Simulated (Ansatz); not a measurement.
**GaHClO (quartet): the correlation ladder at a displaced geometry (v2), cc-pVDZ**

One table from this session's results is given with a row withheld; the runs are named, their logs left out.

Program: Ansatz 0.2.0, Gaussian basis. Level of theory: cc-pVDZ, core rule «outside noble gas», up to 20 orbitals frozen. These are calculated values, not measurements.

To be run: UHF; CCSD(T) on ROHF; CCSD(T) on UHF; BCCD(T) on ROHF; CISD as a restricted active space (open shells left free, so some higher excitations enter); CCSDT(Q) on ROHF; CCSDT(Q) on UHF.

39 further runs of the same task are left out: 10 for a known fault of the program, 14 that didn't finish, 15 set aside as unsound or not needed. Runs told in other sessions of the task aren't counted.

**The geometry**

The geometry is a PBE0/def2-TZVP stationary point (not a proven minimum) with its atoms shifted at random (size 0.100 Å). No spin-orbit coupling is included. The filled d shell of Ga may be among the frozen orbitals whatever the setting's name suggests.

4 atoms, charge 0, spin multiplicity 4.

Atoms are counted from 1 here; the program's logs count them from 0.

Bond lengths: Cl1–Ga3 2.483 Å, O2–Ga3 2.077 Å, Ga3–H4 1.608 Å. Angles: Cl1–Ga3–O2 58.8°, Cl1–Ga3–H4 155.3°, O2–Ga3–H4 97.3°.

The first run:

in.yaml

```yaml
crystal:
  periodic: [false, false, false]
  atoms:
    - {symbol: Cl, position_ang: [0.071993, -0.254273, 1.629423]}
    - {symbol: O, position_ang: [-0.092881, 1.532101, 0.246696]}
    - {symbol: Ga, position_ang: [-0.016260, -0.228708, -0.851759]}
    - {symbol: H, position_ang: [0.066848, 0.444669, -2.309400]}
basis:
  gaussian: {orbitals: cc-pVDZ}
magnetization: {spin_polarized: true, initial_magnetization: 3}
hamiltonian: {xc: hf}
output: {orbitals: {seedname: orbitals}}
```

Run with:

```
> ansatz run in.yaml --threads 1 --pin off --events-out ev --progress --plain --max-ram 2393MiB
```

Among the steps run: UHF; CCSD(T) on ROHF; CCSD(T) on UHF; BCCD(T) on ROHF; CISD as a restricted active space (open shells left free, so some higher excitations enter); CCSDT(Q) on ROHF; CCSDT(Q) on UHF.

One table of the session follows, with a row left open; its other results are not shown here.

```
   method  from UCCSDT(Q) (meV)
     ROHF              +10308.2
      UHF                     ?
     RMP2               +1634.1
     UMP2               +1569.7
    RCCSD                +387.3
    UCCSD                +368.6
 RCCSD(T)                +100.8
 UCCSD(T)                 +98.8
  BCCD(T)                +110.5
   RCCSDT                 +45.5
   UCCSDT                 +40.3
RCCSDT(Q)                 +14.8
UCCSDT(Q)                     0
```

Q: Estimate the row for UHF from the others.

**Answer.** from UCCSDT(Q) (meV): +9945.6. In the column «from UCCSDT(Q) (meV)» it lies between RMP2 (+1634.1) and ROHF (+10308.2).

Not comparable, so not listed: CISD as a restricted active space (open shells left free, so some higher excitations enter) (they don't share determinant, frozen orbitals or solution with the rows shown, or repeat one).

Limits of these values: Restricted and unrestricted rows rest on different reference determinants; a gap between their highest levels can come from leftover correlation error, from unlike frozen cores or from another state.
